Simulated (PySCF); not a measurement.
# C6H7NOS: magnetic properties

Wanted: magnetic properties for C6H7NOS (`N#C[C@@H]1C=C[S@@](=O)CC1`).

Computed with PySCF 2.14.0 and routines of our own; the level stands in each step. Atoms count from 0.

### Step 1. The system as given

16 atoms, charge 0, multiplicity 1; geometry from: GFN2-xTB.

### Step 2. Magnetic properties: GIAO B97-2/pcSseg-1

The job: settings as JSON, then the geometry in Å.

```
{"job": {"kind": "mag", "xc": "B97-2", "basis": "pcSseg-1", "isotopologues": 0}, "charge": 0, "multiplicity": 1}
N      1.891757    -0.949890     2.325219
C      1.502227    -0.834277     1.257359
C      0.982990    -0.661246    -0.085386
C      1.192007     0.781023    -0.466659
C      0.242120     1.689022    -0.584287
S     -1.551415     1.403268    -0.403294
O     -1.986386     0.930749    -1.721137
C     -1.362859    -0.129673     0.623373
C     -0.485564    -1.099578    -0.138304
H      1.582396    -1.293819    -0.752666
H      2.228612     1.057573    -0.624665
H      0.468065     2.703194    -0.873482
H     -0.942949     0.162253     1.584162
H     -2.366482    -0.527942     0.764080
H     -0.820908    -1.110909    -1.180378
H     -0.581209    -2.110802     0.264654
```

Method: GIAO B97-2/pcSseg-1 magnetisability, rotational g tensor and spin-rotation constants, non-relativistic, gas phase.

The run is started by

```bash
$ OMP_NUM_THREADS=1 python excited_run.py task.json out
```

The driver reads the jobs from task.json and runs them one after another.

Log:

```text
coarse grid: 14632 points
cycle   1  E = -760.5072402941  dE =  1.681e+00  |g| = 9.778e-01  |ddm| = 3.977e+00
cycle   2  E = -759.3062788359  dE =  1.201e+00  |g| = 2.526e+00  |ddm| = 4.523e+00
cycle   3  E = -760.6853830141  dE = -1.379e+00  |g| = 2.617e-01  |ddm| = 3.967e+00
cycle   4  E = -760.6959377810  dE = -1.055e-02  |g| = 1.838e-01  |ddm| = 4.918e-01
cycle   5  E = -760.7024271144  dE = -6.489e-03  |g| = 7.446e-02  |ddm| = 1.969e-01
cycle   6  E = -760.7035588463  dE = -1.132e-03  |g| = 1.922e-02  |ddm| = 6.076e-02
cycle   7  E = -760.7036400432  dE = -8.120e-05  |g| = 3.552e-03  |ddm| = 2.091e-02
cycle   8  E = -760.7036427086  dE = -2.665e-06  |g| = 1.445e-03  |ddm| = 5.317e-03
final grid: 138800 points
cycle   9  E = -760.7610823529  dE = -6.997e-05  |g| = 5.478e-03  |ddm| = 3.991e-02
cycle  10  E = -760.7610677829  dE =  1.457e-05  |g| = 9.858e-03  |ddm| = 1.340e-02
cycle  11  E = -760.7610873376  dE = -1.955e-05  |g| = 1.187e-03  |ddm| = 1.033e-02
cycle  12  E = -760.7610875711  dE = -2.335e-07  |g| = 5.458e-04  |ddm| = 1.699e-03
cycle  13  E = -760.7610876385  dE = -6.739e-08  |g| = 1.639e-04  |ddm| = 5.764e-04
cycle  14  E = -760.7610876438  dE = -5.370e-09  |g| = 6.760e-05  |ddm| = 1.662e-04
cycle  15  E = -760.7610876447  dE = -8.761e-10  |g| = 2.586e-05  |ddm| = 6.435e-05
converged SCF energy = -760.7610876447

Magnetisability tensor (1e-30 J/T^2)
    -1250.62      -40.39      -73.67
      -40.39    -1193.18      -24.82
      -73.67      -24.82    -1418.65
isotropic -1287.49   principal values   -1451.88  -1238.97  -1171.61
isotropic susceptibility -77.534 1e-6 cm^3/mol

Inertial axes            a          b          c
rot. const./GHz      3.1115     1.0034     0.9171
chi total           -78.208    -74.418    -79.976
chi diamagnetic    -511.611  -1229.282  -1349.078
chi paramagnetic    433.403   1154.864   1269.102
quadrupole/D A      -25.393     18.043      7.351
g nuclear            0.6023     0.5205     0.5300
g electronic        -0.6335    -0.5444    -0.5468
g total             -0.0312    -0.0239    -0.0168

Spin-rotation constants (kHz, H = +C I.J)
atom  isotope        aa         bb         cc
  0    14N        0.309      0.219      0.137
  9     1H       -0.298     -0.106      0.017
 10     1H       -0.190      0.050     -0.100
 11     1H       -0.229      0.070     -0.099
 12     1H       -0.187     -0.108     -0.017
 13     1H       -0.276      0.030     -0.115
 14     1H       -0.154     -0.098     -0.019
 15     1H       -0.216     -0.018     -0.098
  1    13C*       0.564      0.436      0.250
  2    13C*       0.524      0.160      0.129
  3    13C*       0.892      0.481      0.170
  4    13C*       0.966      0.496      0.178
  5    33S*       1.435      0.418      0.250
  6    17O*      -0.538      0.072     -0.202
  7    13C*       0.512      0.196      0.190
  8    13C*       0.441      0.125      0.148
* in the singly substituted isotopologue
```

Run time: 73 s. Hardware: 1 thread of Arm Neoverse V1, shared host; peak memory 1 GiB.

In short:

```csv
quantity,value
magnetisability,-1287·10⁻³⁰ J/T²
molar susceptibility,-77.5·10⁻⁶ cm³/mol
"rotational g (a, b, c)","-0.0312, -0.0239, -0.0168"
```

Orbitals, density, ELF and potential are computed afterwards from the orbital file.

Frontier orbitals at B97-2/pcSseg-1, with the share of their density that lies nearest to each atom:

| orbital | energy (eV) | lies on |
| --- | --- | --- |
| HOMO | -6.83 | O6 55 %; S5 26 %; C4, C7 about 6 % each |
| LUMO | -1.38 | C3, C4 about 28 % each; S5 10 %; O6 7 % |

ELF in a plane through or near 6 of the atoms.

Ten even steps from '0' (0.00) to '9' (1.00):
```
0000000000000000000000000000
0000000000000000000000000000
0000000000000000000000000000
0000000000000005896000000000
0000000004752019999500000000
0000000006985139999200000000
0000000002776664584000000000
0000001100255881375332000000
0000134553135555783265100000
0001357734732001447845200000
0002468862731024782155100000
0002457876400362276321000000
0000244454000462285000000000
0000011110000127999700000000
0000000000000016999810000000
0000000000000002698300000000
0000000000000000000000000000
0000000000000000000000000000
0000000000000000000000000000
0000000000000000000000000000
```
The map spans 10.9 Å across and 10.3 Å up, centred on the molecule. Atoms in the plane (x, y in Å): C1 (-2.1, -0.2), C4 (0.8, 1.6), S5 (2.0, 0.3), C7 (0.8, -1.1), H11 (1.2, 2.6), H13 (1.4, -2.0).

log10 of the density (e/Å³) in the same plane.

Ten even steps from ' ' (-4.0) to '@' (1.6):
```
                                                        
                                                        
                      ........::::::....                
                ..::::::::::--======--::..              
              ..::--==========++****++==::..            
            ..::--==++++++++**######**==--::..          
          ..::::--==++******########**====--::..        
      ..::----======++****####%%%%##****++++==--....    
    ::::--==++++****************########****++--::..    
  ..::--==++**######******++++++**##@@@@##**++==::..    
  ..--==++**####@@%%##**++++******######****++==::..    
  ..----==++**####****++++**########****++++==--::..    
    ::--====++++++++====++**##%%####**++==----::        
    ....::----====----====++++**####**++--::..          
        ..::::::::::----======++****++==--::            
                ....::::::----========--::..            
                      ........::::::::..                
                                                        
                                                        
                                                        
```
The map spans 10.9 Å across and 10.3 Å up, centred on the molecule. Atoms in the plane (x, y in Å): C1 (-2.1, -0.2), C4 (0.8, 1.6), S5 (2.0, 0.3), C7 (0.8, -1.1), H11 (1.2, 2.6), H13 (1.4, -2.0).

On the surface of density 0.002 e/bohr³ the electrostatic potential runs, from the 1st to the 99th percentile, from -1.84 V near O6 to 1.48 V near H9.

### Step 3. Magnetic properties: GIAO HSE06/3-21G, grid 4

Settings changed since step 2:

```diff
@@ -1,2 +1,2 @@
-{"job": {"kind": "mag", "xc": "B97-2", "basis": "pcSseg-1", "isotopologues": 0}, "charge": 0, "multiplicity": 1}
+{"job": {"kind": "mag", "xc": "HSE06", "basis": "3-21G", "grid": 4, "scf": {"level_shift": 0.3}}, "charge": 0, "multiplicity": 1}
 N      1.891757    -0.949890     2.325219
```

Method: GIAO HSE06/3-21G magnetisability, rotational g tensor and spin-rotation constants, non-relativistic, gas phase.

Log:

```text
final grid: 366432 points
cycle   1  E = -756.1030899477  dE =  1.534e+00  |g| = 1.059e+00  |ddm| = 4.442e+00
cycle   2  E = -755.9788160469  dE =  1.243e-01  |g| = 1.462e+00  |ddm| = 3.592e+00
cycle   3  E = -756.3191023201  dE = -3.403e-01  |g| = 5.174e-01  |ddm| = 1.092e+00
cycle   4  E = -756.3767327683  dE = -5.763e-02  |g| = 1.200e-01  |ddm| = 6.572e-01
cycle   5  E = -756.3806789169  dE = -3.946e-03  |g| = 4.094e-02  |ddm| = 2.452e-01
cycle   6  E = -756.3811297381  dE = -4.508e-04  |g| = 1.263e-02  |ddm| = 5.530e-02
cycle   7  E = -756.3811850092  dE = -5.527e-05  |g| = 4.453e-03  |ddm| = 2.348e-02
cycle   8  E = -756.3811933948  dE = -8.386e-06  |g| = 1.485e-03  |ddm| = 1.023e-02
cycle   9  E = -756.3811950496  dE = -1.655e-06  |g| = 8.551e-04  |ddm| = 4.741e-03
cycle  10  E = -756.3811955479  dE = -4.983e-07  |g| = 4.092e-04  |ddm| = 2.474e-03
cycle  11  E = -756.3811956843  dE = -1.365e-07  |g| = 2.254e-04  |ddm| = 1.303e-03
cycle  12  E = -756.3811957273  dE = -4.293e-08  |g| = 1.298e-04  |ddm| = 6.764e-04
cycle  13  E = -756.3811957374  dE = -1.018e-08  |g| = 7.986e-05  |ddm| = 3.627e-04
cycle  14  E = -756.3811957422  dE = -4.718e-09  |g| = 4.609e-05  |ddm| = 2.023e-04
cycle  15  E = -756.3811957439  dE = -1.701e-09  |g| = 2.437e-05  |ddm| = 1.172e-04
cycle  16  E = -756.3811957444  dE = -5.398e-10  |g| = 1.425e-05  |ddm| = 6.567e-05
level shift removed, Fock matrix diagonalised once more
converged SCF energy = -756.3811957444

Magnetisability tensor (1e-30 J/T^2)
    -1350.14      -52.03      -55.22
      -52.03    -1280.72      -12.50
      -55.22      -12.50    -1466.55
isotropic -1365.80   principal values   -1493.32  -1352.39  -1251.70
isotropic susceptibility -82.251 1e-6 cm^3/mol

Inertial axes            a          b          c
rot. const./GHz      3.1115     1.0034     0.9171
chi total           -82.282    -81.183    -83.286
chi diamagnetic    -511.421  -1228.051  -1347.619
chi paramagnetic    429.138   1146.868   1264.333
quadrupole/D A      -24.085     17.583      6.503
g nuclear            0.6023     0.5205     0.5300
g electronic        -0.6273    -0.5406    -0.5447
g total             -0.0250    -0.0202    -0.0147

Spin-rotation constants (kHz, H = +C I.J)
atom  isotope        aa         bb         cc
  0    14N        0.264      0.190      0.118
  9     1H       -0.324     -0.112      0.006
 10     1H       -0.203      0.040     -0.107
 11     1H       -0.252      0.053     -0.107
 12     1H       -0.206     -0.114     -0.023
 13     1H       -0.306      0.014     -0.124
 14     1H       -0.176     -0.104     -0.030
 15     1H       -0.236     -0.029     -0.105
  1    13C*       0.452      0.354      0.202
  2    13C*       0.393      0.123      0.097
  3    13C*       0.720      0.400      0.125
  4    13C*       0.791      0.407      0.131
  5    33S*       1.193      0.323      0.192
  6    17O*      -0.478      0.068     -0.220
  7    13C*       0.375      0.147      0.143
  8    13C*       0.313      0.086      0.106
* in the singly substituted isotopologue
```

Wall time 97 s (1 thread of Arm Neoverse V1, shared host); peak memory 0.6 GiB.

In short:

```csv
quantity,value
magnetisability,-1366·10⁻³⁰ J/T²
molar susceptibility,-82.3·10⁻⁶ cm³/mol
"rotational g (a, b, c)","-0.0250, -0.0202, -0.0147"
```

### Step 4. The levels compared

| level | ξ (10⁻³⁰ J/T²) | g(a) | g(b) | gap (eV) | functions | time |
| --- | --- | --- | --- | --- | --- | --- |
| GIAO B97-2/pcSseg-1 | -1287 | -0.0312 | -0.0239 | 5.45 | 195 | 73 s |
| GIAO HSE06/3-21G, grid 4 | -1366 | -0.0250 | -0.0202 | 4.75 | 99 | 97 s |

### Step 5. Outcome

| quantity | value |
| --- | --- |
| magnetisability (step 2, GIAO B97-2/pcSseg-1) | -1287·10⁻³⁰ J/T² |
| molar susceptibility (step 2, GIAO B97-2/pcSseg-1) | -77.5·10⁻⁶ cm³/mol |
| rotational g (a, b, c) (step 2, GIAO B97-2/pcSseg-1) | -0.0312, -0.0239, -0.0168 |
| surface potential, 1st and 99th percentile | -1.84 V and 1.48 V |
| magnetisability over the levels | -1366 to -1287·10⁻³⁰ J/T² |

By nearest atom (B97-2/pcSseg-1), the HOMO sits on O6 55 %; S5 26 % and the LUMO on C3, C4 about 28 % each; S5 10 %. The magnetisability spreads by 5.9 % over 2 levels, from GIAO HSE06/3-21G, grid 4 (97 s) to GIAO B97-2/pcSseg-1 (73 s); the runs took 73 s to 97 s. Two levels can agree by chance, so this spread shows no convergence. Vibrational averaging and real surroundings are missing from these values.
